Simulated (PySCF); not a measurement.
# C3H2BBrF2: the cost of one run

The runs use PySCF 2.14.0, with density-fitted response routines of our own; the level of theory stands in each step. All values are computed, except where a source is named. Atoms are numbered from 0 throughout.

## 1. The molecule as given

9 atoms, charge 0, multiplicity 1; geometry from: GFN2-xTB. The atoms were then displaced at random by about 0.01 Å, so the start is not that level's minimum.

Bonds of the start (Å): F0–B1 1.35, B1–F2 1.32, B1–C3 1.51, C3–C4 1.32, C4–C5 1.48, C5–Br6 1.95, C5–C3 1.53, C4–H7 1.07, C5–H8 1.07.

## 2. Relaxing the molecule at PBE0-D3(BJ)/def2-SVP

Job settings and geometry (Å):

```
{"job": {"xc": "PBE0", "basis": "def2-SVP", "d3": "d3bj", "grid": 1, "shake": 0.01, "kind": "geom"}, "charge": 0, "multiplicity": 1}
F      1.860130    -0.962830    -1.796620
B      0.940030    -0.052930    -1.424310
F      0.756840     0.959430    -2.251700
C      0.186780    -0.203600    -0.127650
C     -0.020570    -0.744870     1.060190
C     -1.020880     0.274000     0.683890
Br    -0.958590     2.034230     1.522920
H      0.351840    -1.350000     1.854860
H     -2.037770     0.029440     0.444680
```

On the command line:

```
> OMP_NUM_THREADS=1 python probes_run.py task.json out
```

The driver reads the jobs from task.json and runs them one after another.

Q: Estimate the wall time and peak memory of this first job on 1 thread of Arm Neoverse V1, shared host.

About 88 s, with a peak of 0.54 GiB.
